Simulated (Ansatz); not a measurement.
# Yb2Sn: the cost of one run

Method: reference: DFT r2SCAN+U, plane waves, PAW, scalar-relativistic, no spin polarisation, in Ansatz 0.2.0.

## 1. The starting structure

The structure is hexagonal, space group P6_3/mmc (No. 194). The conventional cell has a = 5.414 Å, b = 5.414 Å, c = 7.120 Å, α = 90.00°, β = 90.00°, γ = 120.00°. Around Yb (site symmetry -3m) lie 8 Yb at 3.56 to 3.60 Å and 6 Sn at 3.60 Å. Yb (site symmetry -6m2) has 5 Sn at 3.13 to 3.56 Å as nearest neighbours. Around Sn (site symmetry -6m2) lie 11 Yb at 3.13 to 3.60 Å.

As a file:

```xyz
6
Lattice="5.4141 0.0000 0.0000 -2.7070 4.6887 0.0000 0.0000 0.0000 7.1197" Properties=species:S:1:pos:R:3 pbc="T T T"
Yb    0.0000    0.0000    0.0000
Yb    0.0000    0.0000    3.5598
Yb   -0.0003    3.1260    5.3397
Yb    2.7068    1.5628    1.7799
Sn   -0.0003    3.1260    1.7799
Sn    2.7068    1.5628    5.3397
```

## 2. The reference run

Contents of input.yaml:

```yaml
crystal:
  lattice:
    - [5.41408245, 0.0, 0.0]
    - [-2.70704122, 4.68873048, 0.0]
    - [0.0, 0.0, 7.1196545]
  atoms:
    - { symbol: Yb, position: [0.0, 0.0, 0.0] }
    - { symbol: Yb, position: [0.0, 0.0, 0.5] }
    - { symbol: Yb, position: [0.3333, 0.6667, 0.75] }
    - { symbol: Yb, position: [0.6666, 0.3333, 0.25] }
    - { symbol: Sn, position: [0.3333, 0.6667, 0.25] }
    - { symbol: Sn, position: [0.6666, 0.3333, 0.75] }
  symmetry: { tolerance: 0.0003 }
kpoints:
  mp_grid: { grid: [4, 4, 3], shift: [0, 0, 0] }
magnetization:
  spin_polarized: false
scf:
  occupations: { method: fermi_dirac }
hamiltonian:
  pseudopotentials: { kind: paw }
  xc: r2scan
  hubbard:
    projectors: all-electron-ortho-atomic
    sites: [{ species: Yb, l: f, u: 5.28, j: 0.43 }]
basis:
  ecutwfc: 500
output:
  forces: true
  stress: true
  eigenvalues: true
relax:
  max_steps: 40
  cell: {}
```

Run with:

```console
$ ansatz run input.yaml --threads 1 --pin off --max-ram 2560MiB --backend cpu --events-out ev --progress --plain --runs-dir out
```

Q: Estimate wall time and peak memory on 1 thread of Intel Xeon Gold 6455B (Sapphire Rapids), shared host.

About 42 s, with a peak of 1 GiB.
